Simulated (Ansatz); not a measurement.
# GaH₃ + SiH₄O: a complex and its separated parts, part 2 of 3

Ansatz 0.2.0, Gaussian basis. The steps go on from the part before.

## Step 12: BHLYP-D4/def2-TZVPP

The inputs:

parta/in.yaml

```yaml
crystal:
  periodic: [false, false, false]
  atoms:
    - {symbol: Ga, position_ang: [-0.821770, 0.345443, -1.688469]}
    - {symbol: H, position_ang: [0.384848, 1.059884, -2.391149]}
    - {symbol: H, position_ang: [-0.737462, -1.183174, -1.347396]}
    - {symbol: H, position_ang: [-2.112652, 1.159653, -1.326807]}
basis:
  gaussian: {orbitals: def2-TZVPP}
hamiltonian: {xc: {name: BHLYP}, dispersion: d4}
```

partb/in.yaml

```yaml
crystal:
  periodic: [false, false, false]
  atoms:
    - {symbol: H, position_ang: [0.838374, 1.351751, 0.181503]}
    - {symbol: O, position_ang: [0.126871, 0.761911, 0.432362]}
    - {symbol: Si, position_ang: [0.507498, -0.566538, 1.329974]}
    - {symbol: H, position_ang: [1.121660, -0.191576, 2.633510]}
    - {symbol: H, position_ang: [1.461838, -1.458030, 0.614781]}
    - {symbol: H, position_ang: [-0.769204, -1.279324, 1.561693]}
basis:
  gaussian: {orbitals: def2-TZVPP}
hamiltonian: {xc: {name: BHLYP}, dispersion: d4}
```

One command serves all of them, each in its own folder.

The run is started by

```console
ansatz run in.yaml --threads 4 --pin off --events-out ev --progress --plain --max-ram 9574MiB
```

parta printed, shortened:

```text
Functional definition: BHLYP
  name "BHLYP"
  cite "Becke, J. Chem. Phys. 98, 1372 (1993) doi:10.1063/1.464304"
  cite "Becke, Phys. Rev. A 38, 3098 (1988) doi:10.1103/PhysRevA.38.3098"
  cite "Lee, Yang & Parr, Phys. Rev. B 37, 785 (1988) doi:10.1103/PhysRevB.37.785"
[...]
630 factors; their error is unknown
[...]
mean field -52425.26911610 eV, -1926.5931048929 hartree, gradient 4.5e-5 eV, S^2 0.000000; 0 other end points of the search recorded, 0 dependent functions left out
reference -52425.26926416 eV, -1926.5931103339 hartree; 17, 17 occupied and 73, 73 virtual orbitals, 630 factors
Total energy: -52425.31209251 eV, -1926.5946842469 hartree
```

Log of partb, shortened:

```text
Functional definition: BHLYP
  name "BHLYP"
  cite "Becke, J. Chem. Phys. 98, 1372 (1993) doi:10.1063/1.464304"
  cite "Becke, Phys. Rev. A 38, 3098 (1988) doi:10.1103/PhysRevA.38.3098"
  cite "Lee, Yang & Parr, Phys. Rev. B 37, 785 (1988) doi:10.1103/PhysRevB.37.785"
[...]
723 factors; their error is unknown
[...]
mean field -9991.01753593 eV, -367.1631222905 hartree, gradient 3.1e-5 eV, S^2 0.000000; 0 other end points of the search recorded, 0 dependent functions left out
reference -9991.01767759 eV, -367.1631274964 hartree; 13, 13 occupied and 116, 116 virtual orbitals, 723 factors
Total energy: -9991.09246952 eV, -367.1658760490 hartree
```

Times: 0.75 s (parta), 1.6 s (partb) on 4 threads of Intel Xeon at 2.50GHz, shared host.

## Step 13: CAM-B3LYP-D4/def2-TZVPP

Each input of step 12 (parta, partb) changes in the same lines:

```diff
-hamiltonian: {xc: {name: BHLYP}, dispersion: d4}
+hamiltonian: {xc: {name: CAM-B3LYP}, dispersion: d4}
```

One command serves all of them, each in its own folder.

The run is started by

```console
ansatz run in.yaml --threads 4 --pin off --events-out ev --progress --plain --max-ram 9574MiB
```

Log of parta, shortened:

```text
Functional definition: CAM-B3LYP
  name "CAM-B3LYP"
  cite "Yanai, Tew & Handy, Chem. Phys. Lett. 393, 51 (2004) doi:10.1016/j.cplett.2004.06.011"
  cite "Iikura, Tsuneda, Yanai & Hirao, J. Chem. Phys. 115, 3540 (2001) doi:10.1063/1.1383587"
  cite "Becke, Phys. Rev. A 38, 3098 (1988) doi:10.1103/PhysRevA.38.3098"
  cite "Lee, Yang & Parr, Phys. Rev. B 37, 785 (1988) doi:10.1103/PhysRevB.37.785"
[...]
  # Exact exchange under (alpha + beta erf(omega r))/r, Becke's under what is left of 1/r.
[...]
580 factors; their error is unknown
150 factors; integrals over basis functions are off by at most 1.1e-5 eV
[...]
mean field -52429.21600996 eV, -1926.7381505669 hartree, gradient 2.5e-5 eV, S^2 0.000000; 0 other end points of the search recorded, 0 dependent functions left out
reference -52429.21611692 eV, -1926.7381544978 hartree; 17, 17 occupied and 73, 73 virtual orbitals, 580 factors
Total energy: -52429.24452888 eV, -1926.7391986179 hartree
```

partb printed, shortened:

```text
Functional definition: CAM-B3LYP
  name "CAM-B3LYP"
  cite "Yanai, Tew & Handy, Chem. Phys. Lett. 393, 51 (2004) doi:10.1016/j.cplett.2004.06.011"
  cite "Iikura, Tsuneda, Yanai & Hirao, J. Chem. Phys. 115, 3540 (2001) doi:10.1063/1.1383587"
  cite "Becke, Phys. Rev. A 38, 3098 (1988) doi:10.1103/PhysRevA.38.3098"
  cite "Lee, Yang & Parr, Phys. Rev. B 37, 785 (1988) doi:10.1103/PhysRevB.37.785"
[...]
  # Exact exchange under (alpha + beta erf(omega r))/r, Becke's under what is left of 1/r.
[...]
678 factors; their error is unknown
177 factors; integrals over basis functions are off by at most 1.4e-5 eV
[...]
mean field -9991.52639423 eV, -367.1818224880 hartree, gradient 8.3e-5 eV, S^2 0.000000; 0 other end points of the search recorded, 0 dependent functions left out
reference -9991.52649617 eV, -367.1818262343 hartree; 13, 13 occupied and 116, 116 virtual orbitals, 678 factors
Total energy: -9991.57920137 eV, -367.1837631146 hartree
```

Times: 0.91 s (parta), 1.9 s (partb) on 4 threads of Intel Xeon at 2.50GHz, shared host.

## Step 14: wB97X-V/def2-TZVPP

Each input of step 13 (parta, partb) changes in the same lines:

```diff
-hamiltonian: {xc: {name: CAM-B3LYP}, dispersion: d4}
+hamiltonian: {xc: {name: wB97X-V}}
```

The same command starts each run, in its folder.

The run is started by

```console
ansatz run in.yaml --threads 4 --pin off --events-out ev --progress --plain --max-ram 9574MiB
```

parta printed, shortened:

```text
Functional definition: wB97X-V
  name "wB97X-V"
  cite "Mardirossian & Head-Gordon, Phys. Chem. Chem. Phys. 16, 9904 (2014) doi:10.1039/C3CP54374A"
  cite "Becke, J. Chem. Phys. 107, 8554 (1997) doi:10.1063/1.475007"
  cite "Vydrov & Van Voorhis, J. Chem. Phys. 133, 244103 (2010) doi:10.1063/1.3521275"
[...]
      + integral(e_c_pw_opposite_spin*poly(b97_u_opposite, cos0, cos1)) + vv10(b, c)
580 factors; their error is unknown
145 factors; integrals over basis functions are off by at most 6.5e-6 eV
[...]
mean field -52421.19102015 eV, -1926.4432376310 hartree, gradient 1.3e-5 eV, S^2 0.000000; 0 other end points of the search recorded, 0 dependent functions left out
reference -52421.19101840 eV, -1926.4432375668 hartree; 17, 17 occupied and 73, 73 virtual orbitals, 580 factors
Total energy: -52421.19101840 eV, -1926.4432375668 hartree
```

Output in partb, shortened:

```text
Functional definition: wB97X-V
  name "wB97X-V"
  cite "Mardirossian & Head-Gordon, Phys. Chem. Chem. Phys. 16, 9904 (2014) doi:10.1039/C3CP54374A"
  cite "Becke, J. Chem. Phys. 107, 8554 (1997) doi:10.1063/1.475007"
  cite "Vydrov & Van Voorhis, J. Chem. Phys. 133, 244103 (2010) doi:10.1063/1.3521275"
[...]
      + integral(e_c_pw_opposite_spin*poly(b97_u_opposite, cos0, cos1)) + vv10(b, c)
678 factors; their error is unknown
163 factors; integrals over basis functions are off by at most 1.4e-5 eV
[...]
mean field -9989.99701911 eV, -367.1256189892 hartree, gradient 4.8e-5 eV, S^2 0.000000; 0 other end points of the search recorded, 0 dependent functions left out
reference -9989.99701739 eV, -367.1256189258 hartree; 13, 13 occupied and 116, 116 virtual orbitals, 678 factors
Total energy: -9989.99701739 eV, -367.1256189258 hartree
```

Wall times: 1.9 s (parta), 3.5 s (partb) on 4 threads of Intel Xeon at 2.50GHz, shared host.

## Step 15: wB97M-V/def2-TZVPP

The same edit goes into each in.yaml of step 14 (parta, partb):

```diff
-hamiltonian: {xc: {name: wB97X-V}}
+hamiltonian: {xc: {name: wB97M-V}}
```

One command serves all of them, each in its own folder.

The run is started by

```console
ansatz run in.yaml --threads 4 --pin off --events-out ev --progress --plain --max-ram 9574MiB
```

parta printed, shortened:

```text
Functional definition: wB97M-V
  name "wB97M-V"
  cite "Mardirossian & Head-Gordon, J. Chem. Phys. 144, 214110 (2016) doi:10.1063/1.4952647"
  cite "Becke, J. Chem. Phys. 107, 8554 (1997) doi:10.1063/1.475007"
  cite "Vydrov & Van Voorhis, J. Chem. Phys. 133, 244103 (2010) doi:10.1063/1.3521275"
  # Of w^i u^j: cxij and so on, Table III.
[...]
  gx(w, u) = 1 - cx + cx01*u + cx10*w
[...]
      + integral(e_c_pw_mod_opposite_spin*gos(b97_w_opposite, b97_u_opposite)) + vv10(b, c)
580 factors; their error is unknown
145 factors; integrals over basis functions are off by at most 6.5e-6 eV
[...]
mean field -52422.78046376 eV, -1926.5016486065 hartree, gradient 1.8e-5 eV, S^2 0.000000; 0 other end points of the search recorded, 0 dependent functions left out
reference -52422.78050627 eV, -1926.5016501684 hartree; 17, 17 occupied and 73, 73 virtual orbitals, 580 factors
Total energy: -52422.78050627 eV, -1926.5016501684 hartree
```

Log of partb, shortened:

```text
Functional definition: wB97M-V
  name "wB97M-V"
  cite "Mardirossian & Head-Gordon, J. Chem. Phys. 144, 214110 (2016) doi:10.1063/1.4952647"
  cite "Becke, J. Chem. Phys. 107, 8554 (1997) doi:10.1063/1.475007"
  cite "Vydrov & Van Voorhis, J. Chem. Phys. 133, 244103 (2010) doi:10.1063/1.3521275"
  # Of w^i u^j: cxij and so on, Table III.
[...]
  gx(w, u) = 1 - cx + cx01*u + cx10*w
[...]
      + integral(e_c_pw_mod_opposite_spin*gos(b97_w_opposite, b97_u_opposite)) + vv10(b, c)
678 factors; their error is unknown
163 factors; integrals over basis functions are off by at most 1.4e-5 eV
[...]
mean field -9990.45389643 eV, -367.1424089210 hartree, gradient 4.2e-5 eV, S^2 0.000000; 0 other end points of the search recorded, 0 dependent functions left out
reference -9990.45393860 eV, -367.1424104706 hartree; 13, 13 occupied and 116, 116 virtual orbitals, 678 factors
Total energy: -9990.45393860 eV, -367.1424104706 hartree
```

They took 2 s (parta), 3.2 s (partb) on 4 threads of Intel Xeon at 2.50GHz, shared host.

## Step 16: B2PLYP/def2-TZVPP

The same edit goes into each in.yaml of step 15 (parta, partb):

```diff
-hamiltonian: {xc: {name: wB97M-V}}
+hamiltonian: {xc: {name: B2PLYP}}
```

One command serves all of them, each in its own folder.

The run is started by

```console
ansatz run in.yaml --threads 4 --pin off --events-out ev --progress --plain --max-ram 9574MiB
```

Output in parta, shortened:

```text
Functional definition: B2PLYP
  name "B2PLYP"
  cite "Grimme, J. Chem. Phys. 124, 034108 (2006) doi:10.1063/1.2148954"
  cite "Becke, Phys. Rev. A 38, 3098 (1988) doi:10.1103/PhysRevA.38.3098"
  cite "Lee, Yang & Parr, Phys. Rev. B 37, 785 (1988) doi:10.1103/PhysRevB.37.785"
[...]
544 factors; integrals over basis functions are off by at most 1.0e-3 eV
[...]
mean field -52413.70952742 eV, -1926.1682978443 hartree, gradient 7.2e-6 eV, S^2 0.000000; 0 other end points of the search recorded, 0 dependent functions left out
9 core orbitals not correlated: weight in the atoms' cores, before any rotation towards them, 1.000 or more for the frozen orbitals, at most 0.000 for the correlated occupied ones
reference -52413.70966603 eV, -1926.1683029380 hartree; 8, 8 occupied and 73, 73 virtual orbitals, 544 factors
second order -8.19322534 eV of doubles, -0.00000000 eV of singles
Total energy: -52415.92183687 eV, -1926.2495987170 hartree
```

Log of partb, shortened:

```text
Functional definition: B2PLYP
  name "B2PLYP"
  cite "Grimme, J. Chem. Phys. 124, 034108 (2006) doi:10.1063/1.2148954"
  cite "Becke, Phys. Rev. A 38, 3098 (1988) doi:10.1103/PhysRevA.38.3098"
  cite "Lee, Yang & Parr, Phys. Rev. B 37, 785 (1988) doi:10.1103/PhysRevB.37.785"
[...]
746 factors; integrals over basis functions are off by at most 7.4e-4 eV
[...]
mean field -9983.99666866 eV, -366.9051101773 hartree, gradient 2.8e-6 eV, S^2 0.000000; 0 other end points of the search recorded, 0 dependent functions left out
6 core orbitals not correlated: weight in the atoms' cores, before any rotation towards them, 1.000 or more for the frozen orbitals, at most 0.000 for the correlated occupied ones
reference -9983.99680093 eV, -366.9051150380 hartree; 7, 7 occupied and 116, 116 virtual orbitals, 746 factors
second order -12.31572794 eV of doubles, -0.00000000 eV of singles
Total energy: -9987.32204747 eV, -367.0273155946 hartree
```

Wall times: 1.3 s (parta), 2 s (partb) on 4 threads of Intel Xeon at 2.50GHz, shared host.

## Step 17: PBE-QIDH/def2-TZVPP

Each input of step 16 (parta, partb) changes in the same lines:

```diff
-hamiltonian: {xc: {name: B2PLYP}}
+hamiltonian: {xc: {name: PBE-QIDH}}
```

Each run has its own folder and the same command.

The run is started by

```console
ansatz run in.yaml --threads 4 --pin off --events-out ev --progress --plain --max-ram 9574MiB
```

Log of parta, shortened:

```text
Functional definition: PBE-QIDH
  name "PBE-QIDH"
  cite "Brémond, Sancho-García, Pérez-Jiménez & Adamo, J. Chem. Phys. 141, 031101 (2014) doi:10.1063/1.4890314"
  cite "Perdew, Burke & Ernzerhof, Phys. Rev. Lett. 77, 3865 (1996) doi:10.1103/PhysRevLett.77.3865"
[...]
544 factors; integrals over basis functions are off by at most 1.0e-3 eV
[...]
mean field -52407.27521087 eV, -1925.9318410724 hartree, gradient 1.2e-6 eV, S^2 0.000000; 0 other end points of the search recorded, 0 dependent functions left out
9 core orbitals not correlated: weight in the atoms' cores, before any rotation towards them, 1.000 or more for the frozen orbitals, at most 0.000 for the correlated occupied ones
reference -52407.27522183 eV, -1925.9318414753 hartree; 8, 8 occupied and 73, 73 virtual orbitals, 544 factors
second order -7.55054691 eV of doubles, -0.00000000 eV of singles
Total energy: -52409.79207080 eV, -1926.0243339689 hartree
```

Log of partb, shortened:

```text
Functional definition: PBE-QIDH
  name "PBE-QIDH"
  cite "Brémond, Sancho-García, Pérez-Jiménez & Adamo, J. Chem. Phys. 141, 031101 (2014) doi:10.1063/1.4890314"
  cite "Perdew, Burke & Ernzerhof, Phys. Rev. Lett. 77, 3865 (1996) doi:10.1103/PhysRevLett.77.3865"
[...]
746 factors; integrals over basis functions are off by at most 7.4e-4 eV
[...]
mean field -9979.98616212 eV, -366.7577267802 hartree, gradient 3.6e-6 eV, S^2 0.000000; 0 other end points of the search recorded, 0 dependent functions left out
6 core orbitals not correlated: weight in the atoms' cores, before any rotation towards them, 1.000 or more for the frozen orbitals, at most 0.000 for the correlated occupied ones
reference -9979.98617235 eV, -366.7577271562 hartree; 7, 7 occupied and 116, 116 virtual orbitals, 746 factors
second order -11.46630939 eV of doubles, -0.00000000 eV of singles
Total energy: -9983.80827548 eV, -366.8981868556 hartree
```

Times: 1.4 s (parta), 2 s (partb) on 4 threads of Intel Xeon at 2.50GHz, shared host.

## Step 18: RPA on PBE/def2-TZVPP

Each input of step 17 (parta, partb) changes in the same lines:

```diff
-hamiltonian: {xc: {name: PBE-QIDH}}
+hamiltonian: {xc: pbe}
+correlation: {method: rpa}
```

One command serves all of them, each in its own folder.

The run is started by

```console
ansatz run in.yaml --threads 4 --pin off --events-out ev --progress --plain --max-ram 9574MiB
```

parta printed, shortened:

```text
Functional definition: PBE
  name "PBE"
  cite "Perdew, Burke & Ernzerhof, Phys. Rev. Lett. 77, 3865 (1996) doi:10.1103/PhysRevLett.77.3865"
  parent pbe
[...]
544 factors; integrals over basis functions are off by at most 1.0e-3 eV
[...]
mean field -52417.75194290 eV, -1926.3168538730 hartree, gradient 1.0e-6 eV, S^2 0.000000; 0 other end points of the search recorded, 0 dependent functions left out
9 core orbitals not correlated: weight in the atoms' cores, before any rotation towards them, 1.000 or more for the frozen orbitals, at most 0.000 for the correlated occupied ones
reference -52380.09589282 eV, -1924.9330195568 hartree; 8, 8 occupied and 73, 73 virtual orbitals, 544 factors
Total energy: -52391.47416047 eV, -1925.3511631806 hartree
```

Output in partb, shortened:

```text
Functional definition: PBE
  name "PBE"
  cite "Perdew, Burke & Ernzerhof, Phys. Rev. Lett. 77, 3865 (1996) doi:10.1103/PhysRevLett.77.3865"
  parent pbe
[...]
746 factors; integrals over basis functions are off by at most 7.4e-4 eV
[...]
mean field -9985.38612973 eV, -366.9561719297 hartree, gradient 5.8e-6 eV, S^2 0.000000; 0 other end points of the search recorded, 0 dependent functions left out
6 core orbitals not correlated: weight in the atoms' cores, before any rotation towards them, 1.000 or more for the frozen orbitals, at most 0.000 for the correlated occupied ones
reference -9964.30999390 eV, -366.1816382241 hartree; 7, 7 occupied and 116, 116 virtual orbitals, 746 factors
Total energy: -9981.80799179 eV, -366.8246777857 hartree
```

Wall times: 1.2 s (parta), 1.8 s (partb) on 4 threads of Intel Xeon at 2.50GHz, shared host.

## Step 19: CCSD(T)/def2-TZVPP

Each input of step 18 (parta, partb) changes in the same lines:

```diff
-hamiltonian: {xc: pbe}
-correlation: {method: rpa}
+correlation: {method: ccsd_t}
```

Each run has its own folder and the same command.

The run is started by

```console
ansatz run in.yaml --threads 4 --pin off --events-out ev --progress --plain --max-ram 9574MiB
```

Output in parta, shortened:

```text
Functional definition: HF
  name "HF"
  cite "Fock, Z. Phys. 61, 126 (1930) doi:10.1007/BF01340294"
  parent pbe
[...]
544 factors; integrals over basis functions are off by at most 1.0e-3 eV
[...]
mean field -52380.92659967 eV, -1924.9635474707 hartree, gradient 3.2e-6 eV, S^2 0.000000; 0 other end points of the search recorded, 0 dependent functions left out
9 core orbitals not correlated: weight in the atoms' cores, before any rotation towards them, 1.000 or more for the frozen orbitals, at most 0.000 for the correlated occupied ones
reference -52380.92659967 eV, -1924.9635474707 hartree; 8, 8 occupied and 73, 73 virtual orbitals, 544 factors
second order -6.62896216 eV of doubles, -0.00000000 eV of singles
cycle   1  -6.59070077 eV  change    3.8e-2 eV  update   8.1e-2
[...]
cycle   8  -6.97206393 eV  change   -1.6e-5 eV  update   1.4e-5
perturbative correction -0.22421292 eV, -0.0082396728 hartree
Total energy: -52388.12287652 eV, -1925.2280057670 hartree
```

partb printed, shortened:

```text
Functional definition: HF
  name "HF"
  cite "Fock, Z. Phys. 61, 126 (1930) doi:10.1007/BF01340294"
  parent pbe
[...]
746 factors; integrals over basis functions are off by at most 7.4e-4 eV
[...]
mean field -9965.09458431 eV, -366.2104713895 hartree, gradient 2.3e-6 eV, S^2 0.000000; 0 other end points of the search recorded, 0 dependent functions left out
6 core orbitals not correlated: weight in the atoms' cores, before any rotation towards them, 1.000 or more for the frozen orbitals, at most 0.000 for the correlated occupied ones
reference -9965.09458431 eV, -366.2104713895 hartree; 7, 7 occupied and 116, 116 virtual orbitals, 746 factors
second order -10.23327246 eV of doubles, -0.00000000 eV of singles
cycle   1  -10.56899308 eV  change   -3.4e-1 eV  update   6.9e-2
[...]
cycle   9  -10.90285121 eV  change   -3.7e-6 eV  update   8.1e-6
perturbative correction -0.32822982 eV, -0.0120622235 hartree
Total energy: -9976.32566534 eV, -366.6232060049 hartree
```

Wall times: 2.1 s (parta), 4.8 s (partb) on 4 threads of Intel Xeon at 2.50GHz, shared host; peak memory 0.61 GiB.

## Step 20: MP2/def2-QZVPP

Each input of step 19 (parta, partb) changes in the same lines:

```diff
-  gaussian: {orbitals: def2-TZVPP}
-correlation: {method: ccsd_t}
+  gaussian: {orbitals: "def2-QZVPP.json"}
+correlation: {method: mp2}
```

The basis file named in the input lies beside it (Basis Set Exchange, JSON).

One command serves all of them, each in its own folder.

The run is started by

```console
ansatz run in.yaml --threads 4 --pin off --events-out ev --progress --plain --max-ram 9574MiB
```

Log of parta, shortened:

```text
Functional definition: HF
  name "HF"
  cite "Fock, Z. Phys. 61, 126 (1930) doi:10.1007/BF01340294"
  parent pbe
[...]
1113 factors; integrals over basis functions are off by at most 8.1e-4 eV
[...]
mean field -52382.05007956 eV, -1925.0048345950 hartree, gradient 4.0e-6 eV, S^2 0.000000; 0 other end points of the search recorded, 0 dependent functions left out
9 core orbitals not correlated: weight in the atoms' cores, before any rotation towards them, 1.000 or more for the frozen orbitals, at most 0.000 for the correlated occupied ones
reference -52382.05007956 eV, -1925.0048345950 hartree; 8, 8 occupied and 162, 162 virtual orbitals, 1113 factors
second order -13.35803423 eV of doubles, -0.00000000 eV of singles
Total energy: -52395.40811379 eV, -1925.4957332985 hartree
```

Output in partb, shortened:

```text
Functional definition: HF
  name "HF"
  cite "Fock, Z. Phys. 61, 126 (1930) doi:10.1007/BF01340294"
  parent pbe
[...]
1466 factors; integrals over basis functions are off by at most 7.7e-4 eV
[...]
mean field -9965.46005580 eV, -366.2239022194 hartree, gradient 2.4e-6 eV, S^2 0.000000; 0 other end points of the search recorded, 0 dependent functions left out
6 core orbitals not correlated: weight in the atoms' cores, before any rotation towards them, 1.000 or more for the frozen orbitals, at most 0.000 for the correlated occupied ones
reference -9965.46005580 eV, -366.2239022194 hartree; 7, 7 occupied and 234, 234 virtual orbitals, 1466 factors
second order -11.04505136 eV of doubles, -0.00000000 eV of singles
Total energy: -9976.50510716 eV, -366.6298003702 hartree
```

Times: 4.1 s (parta), 6 s (partb) on 4 threads of Intel Xeon at 2.50GHz, shared host; peak memory 0.59 GiB.

[end of part 2 of 3]
